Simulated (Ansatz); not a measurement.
# Ge2Sb: the cost of one run

Program: Ansatz 0.2.0. Level of theory: DFT PBE, scalar-relativistic, plane waves, PAW. These are calculated values, not measurements.

## (1) Starting point

It takes space group F-43m (No. 216, cubic). The conventional cell has a = 6.593 Å, b = 6.593 Å, c = 6.593 Å, α = 90.00°, β = 90.00°, γ = 90.00°. Around Ge (site symmetry -43m) lie 4 Ge at 2.86 Å and 4 Sb at 2.86 Å. Around Ge (site symmetry -43m) lie 4 Ge at 2.86 Å. Around Sb (site symmetry -43m) lie 4 Ge at 2.86 Å.

Coordinates:

```
CELL_PARAMETERS angstrom
0.00000 3.29668 3.29668
3.29668 0.00000 3.29668
3.29668 3.29668 0.00000
ATOMIC_POSITIONS crystal
Ge 0.75000 0.75000 0.75000
Ge 0.50000 0.50000 0.50000
Sb 0.00000 0.00000 0.00000
```

A structure generator made this guess: random cell by space group and Wyckoff sites (F-43m, No. 216). Its size is a rough estimate.

## (2) The guess as it stands, on a coarse mesh

Input file input.yaml:

```yaml
crystal:
  lattice:
    - [0.0, 3.29668085, 3.29668085]
    - [3.29668085, 0.0, 3.29668085]
    - [3.29668085, 3.29668085, 0.0]
  atoms:
    - { symbol: Ge, position: [0.75, 0.75, 0.75] }
    - { symbol: Ge, position: [0.5, 0.5, 0.5] }
    - { symbol: Sb, position: [0.0, 0.0, 0.0] }
basis:
  ecutwfc: 420
kpoints:
  mp_grid: { grid: [4, 4, 4] }
hamiltonian:
  xc: pbe
scf:
  occupations: { method: gaussian, width: 0.1 }
  lower_state_search: "off"
output:
  forces: true
  stress: true
  eigenvalues: true
```

On the command line:

```sh
> ansatz run input.yaml --threads 1 --pin off --max-ram 2560MiB --backend cpu --events-out ev --progress --plain --runs-dir out
```

What time and memory should one allow on 1 thread of Intel Xeon Platinum 8488C (Sapphire Rapids), shared host?

About 1.2 s, with a peak of 0.38 GiB.
